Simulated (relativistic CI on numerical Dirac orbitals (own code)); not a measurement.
**Ions with 22 electrons, Ti to Ni⁶⁺: levels along an isoelectronic sequence**

Aim: follow the lowest levels of 22-electron ions as the nuclear charge grows, with one list of configurations.

Method: Dirac-Coulomb-Breit CI, KLI orbitals optimised for each configuration, model QED (radiative potential, 1s self-energy scaled to tabulated hydrogen-like ionisation energies). Code: relativistic CI on numerical Dirac orbitals (own code) version 4.

### 1 What is computed

* electrons: 22
* ions: Ti, V⁺, Cr²⁺, Mn³⁺, Fe⁴⁺, Co⁵⁺, Ni⁶⁺
* configurations: [Ar] 3d4; [Ne] 3s2 3p5 3d5; [Ne] 3s 3p6 3d5; [Ar] 3d3 4s; [Ar] 3d3 4p; [Ar] 3d2 4s2; [Ar] 3d 4s2 4p; [Ne] 3p6 3d6; [Ne] 3p5 3d7

### 2 Ti (Z = 22)

Settings, as recorded:

```ini
atom Ti  Z=22  charge=0  electrons=22
nucleus A=48  rms_radius_fm=3.5921
hamiltonian dirac-coulomb  breit=on  qed=on  c_scale=1
orbitals kli  potential=per-configuration
slater_scale 1
correlation none
mixing on
configurations
  [Ar] 3d4
  [Ne] 3s2 3p5 3d5
  [Ne] 3s 3p6 3d5
  [Ar] 3d3 4s
  [Ar] 3d3 4p
  [Ar] 3d2 4s2
  [Ar] 3d 4s2 4p
  [Ne] 3p6 3d6
  [Ne] 3p5 3d7
end
```

Run with:

```sh
$ python run_levels.py task.json out
```

One command runs all members of the session, one after another, from task.json.

### 3 V⁺ (Z = 23)

Settings: those of step 2 with these lines changed.

```diff
@@ -1,3 +1,3 @@
-atom Ti  Z=22  charge=0  electrons=22
-nucleus A=48  rms_radius_fm=3.5921
+atom V  Z=23  charge=1  electrons=22
+nucleus A=51  rms_radius_fm=3.6002
 hamiltonian dirac-coulomb  breit=on  qed=on  c_scale=1
```

### 4 Cr²⁺ (Z = 24)

Settings: those of step 3 with these lines changed.

```diff
@@ -1,3 +1,3 @@
-atom V  Z=23  charge=1  electrons=22
-nucleus A=51  rms_radius_fm=3.6002
+atom Cr  Z=24  charge=2  electrons=22
+nucleus A=52  rms_radius_fm=3.6452
 hamiltonian dirac-coulomb  breit=on  qed=on  c_scale=1
```

### 5 Mn³⁺ (Z = 25)

Settings: those of step 4 with these lines changed.

```diff
@@ -1,3 +1,3 @@
-atom Cr  Z=24  charge=2  electrons=22
-nucleus A=52  rms_radius_fm=3.6452
+atom Mn  Z=25  charge=3  electrons=22
+nucleus A=55  rms_radius_fm=3.7057
 hamiltonian dirac-coulomb  breit=on  qed=on  c_scale=1
```

### 6 Fe⁴⁺ (Z = 26)

Settings: those of step 5 with these lines changed.

```diff
@@ -1,3 +1,3 @@
-atom Mn  Z=25  charge=3  electrons=22
-nucleus A=55  rms_radius_fm=3.7057
+atom Fe  Z=26  charge=4  electrons=22
+nucleus A=56  rms_radius_fm=3.7377
 hamiltonian dirac-coulomb  breit=on  qed=on  c_scale=1
```

### 7 Co⁵⁺ (Z = 27)

Settings: those of step 6 with these lines changed.

```diff
@@ -1,3 +1,3 @@
-atom Fe  Z=26  charge=4  electrons=22
-nucleus A=56  rms_radius_fm=3.7377
+atom Co  Z=27  charge=5  electrons=22
+nucleus A=59  rms_radius_fm=3.7875
 hamiltonian dirac-coulomb  breit=on  qed=on  c_scale=1
```

### 8 Ni⁶⁺ (Z = 28)

Settings: those of step 7 with these lines changed.

```diff
@@ -1,3 +1,3 @@
-atom Co  Z=27  charge=5  electrons=22
-nucleus A=59  rms_radius_fm=3.7875
+atom Ni  Z=28  charge=6  electrons=22
+nucleus A=58  rms_radius_fm=3.7757
 hamiltonian dirac-coulomb  breit=on  qed=on  c_scale=1
```

(Steps that only read results are left out.)

Q: Predict the outcome of this session. Wanted: lowest level, first ion; lowest level, last ion; changes of the lowest level; interval 5F1 to 5F2; mean jj purity of the low levels.

As calculated:

```
                        quantity                value
         lowest level, first ion          3d2 4s2 3F2
          lowest level, last ion              3d4 5D0
     changes of the lowest level       at V⁺, at Cr²⁺
             interval 5F1 to 5F2  38.78 to 521.1 cm⁻¹
mean jj purity of the low levels           64 to 57 %
```

In words: The lowest level changes from 3d2 4s2 3F2 to 3d3 4s 5F1 at V⁺, and again later. The fine-structure interval of 3d3 4s 5F grows as about Z to the power 10.6 over this range, steeper than the fourth power of a bare nucleus, since the screened charge grows faster than Z. Only the listed configurations are in the model, so lower levels can be missing. The near-neutral members are the least reliable. For V⁺ NIST tabulates another ground level.
